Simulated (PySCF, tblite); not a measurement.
**C₈H₁₁OP: geometry, infrared bands and NMR shifts**

Aim: predict the infrared bands and NMR shifts of C₈H₁₁OP (`C#CC[P@@]1(=O)CC=C(C)C1`).

The runs use tblite 0.8.0 and PySCF 2.14.0, with density-fitted response routines of our own; the level of theory stands in each step. All values are computed, except where a source is named. Atoms are numbered from 0 throughout.

**1. Starting geometry**

21 atoms, charge 0, multiplicity 1; geometry from: force field or distance geometry start.

Bonds of the start (Å): C0–C1 1.19, C1–C2 1.48, C2–P3 1.79, P3–O4 1.51, P3–C5 1.80, C5–C6 1.50, C6–C7 1.33, C7–C8 1.49, C7–C9 1.50, C9–P3 1.79, C0–H10 1.07, C2–H11 1.09, C2–H12 1.09, C5–H13 1.09, C5–H14 1.10, C6–H15 1.10, C8–H16 1.09, C8–H17 1.10, C8–H18 1.10, C9–H19 1.09, C9–H20 1.10.

**2. Geometry optimisation with GFN2-xTB**

What the job is given:

```
{"job": {"kind": "relax", "xc": "GFN2-xTB", "basis": "xTB"}, "charge": 0, "multiplicity": 1}
C      2.047200     2.222500    -0.128700
C      2.113700     1.055800    -0.375500
C      2.226900    -0.388800    -0.654300
P      0.763900    -1.357100    -0.303700
O      0.919200    -2.827600    -0.609500
C      0.293800    -1.034000     1.404400
C     -0.899100    -0.139100     1.264600
C     -1.359300     0.091900     0.033000
C     -2.545600     0.934100    -0.289700
C     -0.638000    -0.579800    -1.102300
H      1.965600     3.266500     0.081400
H      2.452700    -0.520700    -1.717200
H      3.052000    -0.805400    -0.083600
H      0.025700    -1.956400     1.922600
H      1.094900    -0.529500     1.966000
H     -1.364100     0.282400     2.166400
H     -3.313800     0.349700    -0.802000
H     -3.004500     1.353900     0.612400
H     -2.258300     1.771800    -0.933800
H     -1.268900    -1.325900    -1.576500
H     -0.313100     0.152600    -1.854000
```

Launch:

```
$ OMP_NUM_THREADS=1 python probes_run.py task.json out
```

The driver reads the jobs from task.json and runs them one after another.

**Question.** This job is followed by: GFN2-xTB harmonic vibrations, gas phase; GIAO PBE0/pcSseg-1 NMR shielding, non-relativistic, gas phase. What will the session give for the following? strongest single infrared mode (GFN2-xTB); zero-point energy (GFN2-xTB); ¹³C shifts against TMS (PBE0/pcSseg-1); ¹H shifts against TMS (PBE0/pcSseg-1, means over atoms taken as alike); ³¹P shifts against H3PO4 (PBE0/pcSseg-1); ¹⁷O shifts against H2O (PBE0/pcSseg-1).

As calculated:

```
                                                              quantity                                                     value
                             strongest single infrared mode (GFN2-xTB)                                     1276 cm⁻¹, 327 km/mol
                                          zero-point energy (GFN2-xTB)                                            102.8 kcal/mol
                                ¹³C shifts against TMS (PBE0/pcSseg-1)      146.0, 130.3, 81.1, 77.0, 40.6, 38.7, 26.2, 23.3 ppm
¹H shifts against TMS (PBE0/pcSseg-1, means over atoms taken as alike)  5.71, 2.85, 2.85, 2.71, 2.68, 2.42, 2.39, 1.86, 1.22 ppm
                              ³¹P shifts against H3PO4 (PBE0/pcSseg-1)                                                  40.9 ppm
                                ¹⁷O shifts against H2O (PBE0/pcSseg-1)                                                 131.7 ppm
```

In words: Relaxing lowered the energy by 0.210 eV in 54 steps; the close pair that moved most is C2–P3, from 1.789 to 1.848 Å. The lowest mode is imaginary (23i cm⁻¹), so the xTB geometry is not a minimum. The strongest single mode, at 1276 cm⁻¹, moves mainly O4 and P3. GFN2-xTB is a fitted tight-binding method: band positions and strengths are rough. Its intensities can rank the bands wrongly. H15 (hydrogen on an alkene CH) lies farthest downfield among hydrogen, at 5.71 ppm; a vinylic proton, deshielded by the sp2 carbon and the C=C anisotropy. At PBE0/pcSseg-1: Shielding is most anisotropic at C1 (span 280 ppm, paramagnetic term -161 ppm).
